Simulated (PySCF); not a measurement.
# C₅H₁₀O₂Si: electronic excitations

What electronic excitations should C₅H₁₀O₂Si (`C1CC1[C@H]1CO[SiH2]O1`) show?

Programs: PySCF 2.14.0, with density-fitted response routines of our own. Each step states its level of theory. These are calculated values for one molecule in the gas phase, unless marked as measured. Atoms count from 0, in the outputs and in this text.

### Step 1. The molecule as given

18 atoms, charge 0, multiplicity 1; geometry from: GFN2-xTB.

Bonds of the start (Å): C0–C1 1.50, C1–C2 1.50, C2–C3 1.51, C3–C4 1.55, C4–O5 1.40, O5–Si6 1.64, Si6–O7 1.64, C2–C0 1.50, O7–C3 1.41, C0–H8 1.08, C0–H9 1.08, C1–H10 1.08, C1–H11 1.08, C2–H12 1.08, C3–H13 1.10, C4–H14 1.09, C4–H15 1.09, Si6–H16 1.45, Si6–H17 1.45.

### Step 2. Excited states and response: CAM-B3LYP/def2-SVPD

The job: settings as JSON, then the geometry in Å.

```
{"job": {"kind": "uv", "xc": "CAM-B3LYP", "basis": "def2-SVPD", "nstates": 8, "ntriplets": 3}, "charge": 0, "multiplicity": 1}
C     -2.046263     0.956900    -0.153137
C     -2.159911    -0.535468    -0.192504
C     -0.820602     0.117717    -0.351247
C      0.207980     0.009790     0.748366
C      1.085988    -1.251851     0.569232
O      2.253678    -0.872413    -0.098216
Si     2.503640     0.746447    -0.002548
O      1.078586     1.112716     0.714887
H     -2.167755     1.453383     0.797221
H     -2.417342     1.525407    -0.991552
H     -2.363868    -1.055936     0.731236
H     -2.610971    -0.996981    -1.057546
H     -0.368404     0.117661    -1.335759
H     -0.285669     0.004203     1.726709
H      1.353620    -1.674504     1.543223
H      0.569557    -2.012328    -0.021445
H      2.615277     1.259151    -1.357902
H      3.563699     1.102423     0.925048
```

Method: TDDFT CAM-B3LYP/def2-SVPD, vertical, gas phase, core orbitals frozen in the response.

Launch:

```console
$ OMP_NUM_THREADS=1 python probes_run.py task.json out
```

This one command runs all jobs of the session in turn.

Predict these results of the whole session: lowest singlet (CAM-B3LYP/def2-SVPD); brightest single state of those computed; lowest triplet.

As calculated:

```
                                quantity                        value
    lowest singlet (CAM-B3LYP/def2-SVPD)  7.18 eV (173 nm), f = 0.001
brightest single state of those computed  state 3, 7.64 eV, f = 0.031
                          lowest triplet                      6.82 eV
```

The lowest singlet, at 7.18 eV, is HOMO→LUMO 0.41, HOMO−1→LUMO+1 0.12 and is weak; of the 8 states computed, the strongest absorption comes from state 3 at 7.64 eV. The lowest triplet lies 0.36 eV below the lowest singlet (triplets in Tamm-Dancoff, singlets in full TDDFT).
